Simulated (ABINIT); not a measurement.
SiF:

```xyz
2
Lattice="3.0286 0.0000 0.0000 0.0000 3.0286 0.0000 0.0000 0.0000 3.0286" Properties=species:S:1:pos:R:3 pbc="T T T"
Si    1.5143    1.5143    1.5143
F     0.0000    0.0000    0.0000
```

The cell was built by a generator and needn't be a form met in nature.

| Item | Value |
| --- | --- |
| Program | ABINIT 10.8.3 (patched build) |
| Task | relaxation of cell and atoms |
| Functional | PBE |
| Dispersion | D3(BJ) |
| Potentials or basis | PseudoDojo NC SR PBE v0.4.1 standard |
| Cutoff | 1143 eV |
| k mesh | 7 × 7 × 7 |
| Occupations | fermi-dirac, width 0.05 eV |
| Spin | no spin polarisation |

At the start: pressure -2.1 GPa; volume 13.89 Å³/atom.

**Question.** Where does the relaxation end?

**Answer.** Over 6 steps the energy falls by 2.3 meV/atom and the volume is 13.57 Å³/atom (-2.3 %); space group Pm-3m (No. 221, to 0.05 Å).

Step by step:
```csv
step,energy change (eV),largest force (eV/Å),pressure (GPa),volume (Å³)
1,0.0000,0.0000,-2.06,27.78
2,-0.0020,0.0000,-1.62,27.60
3,-0.0041,0.0000,0.79,26.99
4,-0.0045,0.0000,-0.15,27.18
5,-0.0045,0.0000,-0.01,27.15
6,-0.0045,0.0000,0.00,27.15
```

Final structure:
```
CELL_PARAMETERS angstrom
3.00553 0.00000 0.00000
0.00000 3.00553 0.00000
0.00000 0.00000 3.00553
ATOMIC_POSITIONS crystal
Si 0.50000 0.50000 0.50000
F 0.00000 0.00000 0.00000
```

Caveat: an odd number of electrons without spin polarisation forces a metal; a magnetic or distorted state may lie lower; pairwise dispersion overbinds metals, which lowers pressure and volume.
